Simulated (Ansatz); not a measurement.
**C₅H₅ClF₂Ti: ionisation energy by level of theory**

One table from this session's results is given with a row withheld; the runs are named, their logs left out.

The runs use Ansatz 0.2.0, Gaussian basis; unrestricted cation, the program's frozen cores in correlated methods.

Plan: UKS PBE-D4/def2-TZVPP; UKS r2SCAN-D4/def2-TZVPP; UKS PBE0-D4/def2-TZVPP; UKS B3LYP-D4/def2-TZVPP; UKS wB97X-V/def2-TZVPP; UKS wB97M-V/def2-TZVPP; UKS B2PLYP/def2-TZVPP; UHF-MP2/def2-TZVPP; UHF-MP2/def2-QZVPP; then −ε(HOMO) from the neutral's earlier runs with LDA (SPW92), PBE-D4, revPBE-D4, BLYP-D4, r2SCAN-D4, B97M-V, PBE0-D4, B3LYP-D4, r2SCANh-D4, r2SCAN0-D4, HSE06-D4, BHLYP-D4, CAM-B3LYP-D4, LC-ωPBE, ωB97X-V, ωB97M-V.

1 further run of the same task is left out (it didn't finish).

## The relaxed structure

All runs share one geometry, relaxed beforehand with PBE0-D4 in a triple-zeta def2 set.

SMILES `[F][Ti]1234([F])([Cl])[C@H]5[C@@H]1[C@@H]2[C@@H]3[C@H]54`, 14 atoms, charge 0, spin multiplicity 1.

Atoms are counted from 1 here; the program's logs count them from 0.

Bond lengths: F1–Ti2 1.766 Å, Ti2–F3 1.766 Å, Ti2–Cl4 2.223 Å, Ti2–C5 2.364 Å, Ti2–C6 2.364 Å, Ti2–C7 2.357 Å, Ti2–C8 2.333 Å, Ti2–C9 2.357 Å, C5–C6 1.418 Å, C5–C9 1.404 Å, C5–H10 1.079 Å, C6–C7 1.404 Å, C6–H11 1.079 Å, C7–C8 1.413 Å, C7–H12 1.079 Å, C8–C9 1.413 Å, C8–H13 1.080 Å, C9–H14 1.079 Å. Angles: F1–Ti2–F3 104.4°, F1–Ti2–Cl4 104.7°, F1–Ti2–C5 107.5°, F1–Ti2–C6 140.8°, F1–Ti2–C7 131.3°, F1–Ti2–C8 96.4°, F1–Ti2–C9 83.9°, F3–Ti2–Cl4 104.6°, F3–Ti2–C5 140.7°, F3–Ti2–C6 107.4°, F3–Ti2–C7 83.9°, F3–Ti2–C8 96.4°, F3–Ti2–C9 131.3°, Cl4–Ti2–C5 88.9°, Cl4–Ti2–C6 88.9°, Cl4–Ti2–C7 119.7°, Cl4–Ti2–C8 145.1°, Cl4–Ti2–C9 119.7° and more.

The first run:

in.yaml

```yaml
crystal:
  periodic: [false, false, false]
  atoms:
    - {symbol: F, position_ang: [-2.154755, -1.247090, 0.600789]}
    - {symbol: Ti, position_ang: [-1.194297, 0.212455, 0.342312]}
    - {symbol: F, position_ang: [-1.376789, 1.129511, 1.840671]}
    - {symbol: Cl, position_ang: [-2.334295, 1.375621, -1.171213]}
    - {symbol: C, position_ang: [0.415234, -0.279656, -1.317290]}
    - {symbol: C, position_ang: [0.810715, 0.926467, -0.685812]}
    - {symbol: C, position_ang: [1.102656, 0.638004, 0.657072]}
    - {symbol: C, position_ang: [0.869893, -0.739424, 0.867533]}
    - {symbol: C, position_ang: [0.464891, -1.306876, -0.361198]}
    - {symbol: H, position_ang: [0.083788, -0.375288, -2.340049]}
    - {symbol: H, position_ang: [0.830312, 1.901746, -1.147877]}
    - {symbol: H, position_ang: [1.372251, 1.355390, 1.417022]}
    - {symbol: H, position_ang: [0.947264, -1.258986, 1.811520]}
    - {symbol: H, position_ang: [0.163152, -2.331873, -0.513471]}
basis:
  gaussian: {orbitals: def2-TZVPP}
total_charge: 1
magnetization: {spin_polarized: true, initial_magnetization: 1}
hamiltonian: {xc: pbe, dispersion: d4}
```

The run is started by

```sh
$ ansatz run in.yaml --threads 2 --pin off --events-out ev --progress --plain --max-ram 22528MiB --backend cuda --devices 0, --max-vram 18GiB
```

Among the steps run: Cation, UKS PBE-D4/def2-TZVPP; Cation, UKS r2SCAN-D4/def2-TZVPP; Cation, UKS PBE0-D4/def2-TZVPP; Cation, UKS B3LYP-D4/def2-TZVPP; Cation, UKS wB97X-V/def2-TZVPP; Cation, UKS wB97M-V/def2-TZVPP; Cation, UKS B2PLYP (frozen core)/def2-TZVPP; Cation, UHF-MP2/def2-TZVPP; Cation, UHF-MP2/def2-QZVPP.

One table of the session follows, with a row left open; its other results are not shown here.

It belongs to the step «Ionisation energies side by side». For comparison, −ε(HOMO) of the neutral from earlier runs:

| functional | −ε(HOMO) (eV) |
| --- | --- |
| LDA (SPW92) | 6.99 |
| PBE-D4 | 6.79 |
| revPBE-D4 | 6.71 |
| BLYP-D4 | 6.61 |
| r2SCAN-D4 | 7.03 |
| B97M-V | 7.06 |
| PBE0-D4 | 7.93 |
| B3LYP-D4 | 7.69 |
| r2SCANh-D4 | 7.46 |
| r2SCAN0-D4 | 8.10 |
| HSE06-D4 | ? |
| BHLYP-D4 | 8.89 |
| CAM-B3LYP-D4 | 9.16 |
| LC-ωPBE | 10.46 |
| ωB97X-V | 10.11 |
| ωB97M-V | 10.01 |

Q: Estimate the row for HSE06-D4 from the others.

The run gave: −ε(HOMO) (eV): 7.54. In the column «−ε(HOMO) (eV)» it lies between r2SCANh-D4 (7.46) and B3LYP-D4 (7.69).
